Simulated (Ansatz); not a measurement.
**GePO+ (triplet): wave-function methods side by side, cc-pVDZ**

The task here is to estimate one member of a computed series from the others.

Method: cc-pVDZ, core rule «outside noble gas», up to 20 orbitals frozen; program: Ansatz 0.2.0, Gaussian basis.

The runs, in order: UHF; CCSD(T) on ROHF; CCSD(T) on UHF; BCCD(T) on ROHF; CISD as a restricted active space (open shells left free, so some higher excitations enter); CCSDT(Q) on ROHF; CCSDT(Q) on UHF.

31 further runs of the same task are left out: 8 for a known fault of the program, 14 that didn't finish, 9 set aside as unsound or not needed. Runs told in other sessions of the task aren't counted.

## What is computed

The geometry is a PBE0/def2-TZVP stationary point (not a proven minimum) of the parent state, kept for this charge and spin. No spin-orbit coupling is included. The filled d shell of Ge may be among the frozen orbitals whatever the setting's name suggests.

3 atoms, charge 1, spin multiplicity 3.

Atoms are counted from 1 here; the program's logs count them from 0.

Bond lengths: Ge1–O2 1.780 Å, O2–P3 1.598 Å. Angles: Ge1–O2–P3 180.0°.

The first run:

The input, in.yaml:

```yaml
crystal:
  periodic: [false, false, false]
  atoms:
    - {symbol: Ge, position_ang: [0.000000, 0.000000, 1.719200]}
    - {symbol: O, position_ang: [0.000000, 0.000000, -0.060500]}
    - {symbol: P, position_ang: [0.000000, 0.000000, -1.658700]}
basis:
  gaussian: {orbitals: cc-pVDZ}
total_charge: 1
magnetization: {spin_polarized: true, initial_magnetization: 2}
hamiltonian: {xc: hf}
output: {orbitals: {seedname: orbitals}}
```

Started as:

```bash
$ ansatz run in.yaml --threads 1 --pin off --events-out ev --progress --plain --max-ram 2393MiB
```

Steps of the session up to this table: UHF; CCSD(T) on ROHF; CCSD(T) on UHF; BCCD(T) on ROHF; CISD as a restricted active space (open shells left free, so some higher excitations enter); CCSDT(Q) on ROHF; CCSDT(Q) on UHF.

One table of the session follows, with a row left open; its other results are not shown here.

```
   method  from RCCSDT(Q) (kJ/mol)
     ROHF                   +963.1
      UHF                   +946.3
     RMP2                   +111.7
     UMP2                        ?
    RCCSD                    +44.6
    UCCSD                    +44.5
 RCCSD(T)                     +7.6
 UCCSD(T)                     +7.8
  BCCD(T)                     +7.6
   RCCSDT                     +3.2
   UCCSDT                     +3.3
RCCSDT(Q)                        0
UCCSDT(Q)                     -2.7
```

Estimate the missing values for UMP2.

As computed: from RCCSDT(Q) (kJ/mol): +112.1. In the column «from RCCSDT(Q) (kJ/mol)» it lies between RMP2 (+111.7) and UHF (+946.3).

Not comparable, so not listed: CISD as a restricted active space (open shells left free, so some higher excitations enter) (they don't share determinant, frozen orbitals or solution with the rows shown, or repeat one).

Limits of these values: Restricted and unrestricted rows rest on different reference determinants; a gap between their highest levels can come from leftover correlation error, from unlike frozen cores or from another state.
